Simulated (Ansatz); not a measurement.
# C2H7NSi: the cost of one run

Method: the settings change from run to run; program: Ansatz 0.2.0, Gaussian basis.

## (1) The molecule

The structure was relaxed beforehand with PBE0-D4 in a triple-zeta def2 set.

11 atoms, charge 0, spin multiplicity 1.

Atoms are counted from 1 here; the program's logs count them from 0.

Bond lengths: N1–C2 1.367 Å, N1–H5 1.006 Å, N1–H6 1.004 Å, C2–C3 1.343 Å, C2–H7 1.088 Å, C3–Si4 1.836 Å, C3–H8 1.090 Å, Si4–H9 1.491 Å, Si4–H10 1.490 Å, Si4–H11 1.491 Å. Angles: C2–N1–H5 117.8°, C2–N1–H6 118.1°, H5–N1–H6 115.0°, N1–C2–C3 126.9°, N1–C2–H7 113.2°, C3–C2–H7 119.9°, C2–C3–Si4 121.9°, C2–C3–H8 118.1°, Si4–C3–H8 120.0°, C3–Si4–H9 112.7°, C3–Si4–H10 108.5°, C3–Si4–H11 112.4°, H9–Si4–H10 108.3°, H9–Si4–H11 106.3°, H10–Si4–H11 108.4°.

## (2) wB97/def2-TZVPP

Contents of in.yaml:

```yaml
crystal:
  periodic: [false, false, false]
  atoms:
    - {symbol: N, position_ang: [-1.218276, 1.435004, 1.158638]}
    - {symbol: C, position_ang: [-0.219396, 0.714519, 0.564824]}
    - {symbol: C, position_ang: [-0.363302, -0.355312, -0.233933]}
    - {symbol: Si, position_ang: [1.082743, -1.278642, -0.887586]}
    - {symbol: H, position_ang: [-2.156817, 1.302541, 0.821530]}
    - {symbol: H, position_ang: [-1.007857, 2.365615, 1.471164]}
    - {symbol: H, position_ang: [0.776336, 1.060366, 0.834432]}
    - {symbol: H, position_ang: [-1.373985, -0.677249, -0.483518]}
    - {symbol: H, position_ang: [1.107943, -2.701049, -0.440209]}
    - {symbol: H, position_ang: [2.326678, -0.613395, -0.406367]}
    - {symbol: H, position_ang: [1.111432, -1.309399, -2.378275]}
basis:
  gaussian: {orbitals: def2-TZVPP}
hamiltonian: {xc: {name: wB97}}
output: {forces: true}
```

Command:

```console
$ ansatz run in.yaml --threads 2 --pin off --events-out ev --progress --plain --max-ram 4352MiB
```

What time and memory should one allow on 2 threads of Arm Neoverse V2, shared host?

About 8 s, with a peak of 0.4 GiB.
